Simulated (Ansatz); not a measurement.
**Cl: a short molecular-dynamics run**

All numbers below are computed with Ansatz 0.2.0 (DFT PBE, plane waves, PAW, scalar-relativistic, no spin polarisation).

## (1) The system as given

The cell holds 4 atoms (Cl4): a = 3.810 Å, b = 8.270 Å, c = 3.810 Å, α = 90.00°, β = 112.22°, γ = 90.00°.

As a file:

```
CELL_PARAMETERS angstrom
-3.16302 0.00000 2.12448
0.00000 -8.27031 0.00000
3.16302 0.00000 2.12448
ATOMIC_POSITIONS crystal
Cl 0.13500 0.89000 0.13500
Cl 0.63500 0.61000 0.63500
Cl 0.86500 0.11000 0.86500
Cl 0.36500 0.39000 0.36500
```

## (2) The run

The input, input.yaml:

```yaml
crystal:
  lattice:
    - [-3.163015, 0.0, 2.124484]
    - [0.0, -8.270311, 0.0]
    - [3.163015, 0.0, 2.124484]
  atoms:
    - { symbol: Cl, position: [0.135, 0.89, 0.135] }
    - { symbol: Cl, position: [0.635, 0.61, 0.635] }
    - { symbol: Cl, position: [0.865, 0.11, 0.865] }
    - { symbol: Cl, position: [0.365, 0.39, 0.365] }
kpoints:
  mp_grid: { grid: [4, 2, 4] }
magnetization:
  spin_polarized: false
scf:
  occupations: { method: fermi_dirac, width: 0.05 }
hamiltonian:
  pseudopotentials: { kind: paw }
  xc: pbe
basis:
  ecutwfc: 420
md:
  timestep: 1.0
  n_steps: 30
  ensemble: nvt_langevin
  temperature: 2000.0
  initial_velocities: maxwell_boltzmann
  seed: 718913
```

The run is started by

```sh
$ ansatz run input.yaml --threads 2 --pin off --max-ram 2560MiB --backend cpu --events-out ev --progress --plain --runs-dir out
```

Q: Estimate wall time and peak memory on 2 threads of an x86-64 CPU, shared host.

About 20 s, with a peak of 0.37 GiB.
